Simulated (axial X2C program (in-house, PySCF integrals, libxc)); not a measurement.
**ClWCl⁺: bond lengths and stretches, held linear**

Aim: the two bond lengths and stretching wavenumbers of linear ClWCl⁺, with and without spin–orbit coupling, at PBE0, HF, BHandHLYP, MP2.

Method: all-electron X2C, two-component (2c) or spin-free, Cl dyall-av3z, W dyall-v3z; program: an in-house X2C program for linear molecules on PySCF integrals.

All values are calculated.

2 further runs of the same task are left out: 2 set aside as unsound or not needed.

## 1. Set-up

task.json

```json
{"zs": [17, 74, 17], "q": 1, "bas": ["dyall-av3z", "dyall-v3z", "dyall-av3z"], "r0": [2.36, 2.36], "symm": 1, "scan": ["PBE0", "HF", "BHandHLYP"], "levels": ["PBE0", "HF", "LDA"], "nst": 2}
```

Keys: zs atomic numbers; q charge; bas basis sets; r0 starting distance in Å; symm equal bonds; scan levels of the two-bond scan (MP2 follows by itself at each HF point); levels methods; nst determinants followed.

The run is started by

```bash
> python solin.py task.json out
```

Masses Cl 34.969, W 183.951, Cl 34.969 u.

## 2. Scan at PBE0, 2c

State: Ω = 3/2 (beyond evenly filled blocks: ω = 1/2, ω = -3/2, ω = 5/2). Energies above the lowest point, from the job's result record:

```tsv
r(Cl–W) (Å)	r(W–Cl) (Å)	E (meV)
2.1235	2.1235	83.64
2.1235	2.1780	37.62
2.1235	2.2324	63.82
2.1780	2.1235	37.62
2.1780	2.1780	0.00
2.1780	2.2324	33.72
2.1780	2.2869	123.62
2.2324	2.1235	63.82
2.2324	2.1780	33.72
2.2324	2.2324	74.15
2.2869	2.1780	123.62
2.2869	2.2869	271.24
```

A quadratic surface with cubic terms in each bond gives the minimum at 2.178 and 2.178 Å, force constants 3.83, 3.83 and coupling 0.36 mdyn/Å.

## 3. Scan at HF, 2c

State: Ω = 3/2 (beyond evenly filled blocks: ω = 1/2, ω = -3/2, ω = 5/2). Energies above the lowest point, from the job's result record:

```tsv
r(Cl–W) (Å)	r(W–Cl) (Å)	E (meV)
2.1235	2.1235	172.71
2.1235	2.1780	82.69
2.1235	2.2324	72.25
2.1780	2.1235	82.69
2.1780	2.1780	2.02
2.1780	2.2324	0.00
2.1780	2.2869	60.62
2.2324	2.1235	72.25
2.2324	2.1780	0.00
2.2324	2.2324	5.55
2.2869	2.1780	60.62
2.2869	2.2869	146.63
```

A quadratic surface with cubic terms in each bond gives the minimum at 2.204 and 2.204 Å, force constants 3.81, 3.81 and coupling 0.41 mdyn/Å.

## 4. Scan at BHandHLYP, 2c

State: Ω = 3/2 (beyond evenly filled blocks: ω = 1/2, ω = -3/2, ω = 5/2). Energies above the lowest point, from the job's result record:

```tsv
r(Cl–W) (Å)	r(W–Cl) (Å)	E (meV)
2.1235	2.1235	109.09
2.1235	2.1780	50.15
2.1235	2.2324	66.41
2.1780	2.1235	50.15
2.1780	2.1780	0.00
2.1780	2.2324	24.15
2.1780	2.2869	107.18
2.2324	2.1235	66.41
2.2324	2.1780	24.15
2.2324	2.2324	55.36
2.2869	2.1780	107.18
2.2869	2.2869	239.72
```

A quadratic surface with cubic terms in each bond gives the minimum at 2.185 and 2.185 Å, force constants 3.87, 3.87 and coupling 0.38 mdyn/Å.

## 5. Comparison

| level | r(Cl–W) (Å) | r(W–Cl) (Å) | lower stretch (cm⁻¹) | upper stretch (cm⁻¹) |
| --- | --- | --- | --- | --- |
| PBE0, 2c | 2.178 | 2.178 | 451.1 | 481.9 |
| HF, 2c | 2.204 | 2.204 | 452.9 | 477.5 |
| BHandHLYP, 2c | 2.185 | 2.185 | 454.6 | 483.7 |
| MP2, 2c | 2.186 | 2.186 | 455.1 | 485.3 |
| PBE0, spin-free | 2.177 | 2.177 | 452.5 | 482.6 |
| HF, spin-free | 2.203 | 2.203 | 454.8 | 478.3 |
| BHandHLYP, spin-free | 2.184 | 2.184 | 456.8 | 484.7 |
| MP2, spin-free | 2.185 | 2.185 | 456.9 | 486.3 |

Scans not shown above were run alike.

In words: Over the levels the Cl–W bond spans 2.177 to 2.204 Å and the W–Cl bond 2.177 to 2.204 Å. At PBE0 spin–orbit coupling leaves both bonds unchanged to 0.001 Å. Each state is one determinant, the lowest of a limited PBE0 search; the stretches come from a fit to few points and are good to some per cent at best. The stretches are sorted by size, and where the two bonds are alike the symmetric and antisymmetric modes can swap order between levels. MP2 freezes inner shells (threshold -2 hartree). The molecule was held linear; bending was not examined, so a bent shape may lie lower. Note: several unpaired electrons, one determinant need not be a pure state.
